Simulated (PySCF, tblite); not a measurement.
# C7H13B: geometry, infrared bands and NMR shifts

What infrared bands and NMR shifts should C7H13B (`C=C[C@H]1BCCCC1`) show?

Computed with tblite 0.8.0 and PySCF 2.14.0, with density-fitted response routines of our own, on a single molecule in the gas phase. Atoms count from 0, in the outputs and in this text.

## 1. The molecule as given

21 atoms, charge 0, multiplicity 1; geometry from: force field or distance geometry start.

Bonds of the start (Å): C0–C1 1.35, C1–C2 1.50, C2–B3 1.62, B3–C4 1.60, C4–C5 1.53, C5–C6 1.54, C6–C7 1.54, C7–C2 1.54, C0–H8 1.09, C0–H9 1.07, C1–H10 1.08, C2–H11 1.11, B3–H12 1.17, C4–H13 1.10, C4–H14 1.12, C5–H15 1.10, C5–H16 1.11, C6–H17 1.11, C6–H18 1.11, C7–H19 1.11, C7–H20 1.11.

## 2. Geometry optimisation with GFN2-xTB

What the job is given:

```
{"job": {"kind": "relax", "xc": "GFN2-xTB", "basis": "xTB"}, "charge": 0, "multiplicity": 1}
C      3.182900    -0.085200     0.559400
C      2.193900     0.163500    -0.330600
C      0.779500     0.351300     0.128800
B     -0.082600     1.092200    -1.027300
C     -1.667500     1.061900    -0.827600
C     -2.154000    -0.328700    -0.406600
C     -1.372000    -0.853800     0.810000
C      0.132600    -0.992100     0.501000
H      2.970400    -0.139600     1.625700
H      4.189100    -0.228200     0.221000
H      2.450600     0.196900    -1.379100
H      0.751100     1.020200     1.016400
H      0.378900     2.057400    -1.495100
H     -1.941100     1.811200    -0.065600
H     -2.153400     1.355100    -1.791600
H     -2.044300    -1.039500    -1.239600
H     -3.228000    -0.268000    -0.145600
H     -1.515100    -0.177800     1.678800
H     -1.777900    -1.849600     1.101900
H      0.262300    -1.722700    -0.329800
H      0.635800    -1.407700     1.394900
```

Launch:

```console
OMP_NUM_THREADS=1 python probes_run.py task.json out
```

The driver reads the jobs from task.json and runs them one after another.

**Question.** This job is followed by: GFN2-xTB harmonic vibrations, gas phase; GIAO PBE0/pcSseg-1 NMR shielding, non-relativistic, gas phase. What will the session give for the following? strongest single infrared mode (GFN2-xTB); zero-point energy (GFN2-xTB); 13C shifts against TMS (PBE0/pcSseg-1); 1H shifts against TMS (PBE0/pcSseg-1); 11B shifts against BF3·OEt2 (PBE0/pcSseg-1).

**Answer**, as computed:

| quantity | value |
| --- | --- |
| strongest single infrared mode (GFN2-xTB) | 2630 cm⁻¹, 143 km/mol |
| zero-point energy (GFN2-xTB) | 114.5 kcal/mol |
| 13C shifts against TMS (PBE0/pcSseg-1) | 152.9, 117.7, 53.6, 35.2, 30.7, 30.1, 27.7 ppm |
| 1H shifts against TMS (PBE0/pcSseg-1) | 7.81, 6.19, 5.31, 5.21, 2.16, 2.05, 1.99, 1.98, 1.71, 1.40, 1.39, 1.35, 0.96 ppm |
| 11B shifts against BF3·OEt2 (PBE0/pcSseg-1) | 89.9 ppm |

Over 101 steps the energy fell by 0.455 eV; of the close pairs, C2–B3 changed most, 1.621 to 1.583 Å. All 57 modes are real, so the xTB geometry is a minimum. The strongest single mode, at 2630 cm⁻¹, moves mainly H12. GFN2-xTB is a fitted tight-binding method: band positions and strengths are rough. Its intensities can rank the bands wrongly. C1 (alkene CH) lies farthest downfield among carbon, at 152.9 ppm; as expected for a trigonal carbon in a double bond. At PBE0/pcSseg-1: Shielding is most anisotropic at C1 (span 248 ppm, paramagnetic term -221 ppm).
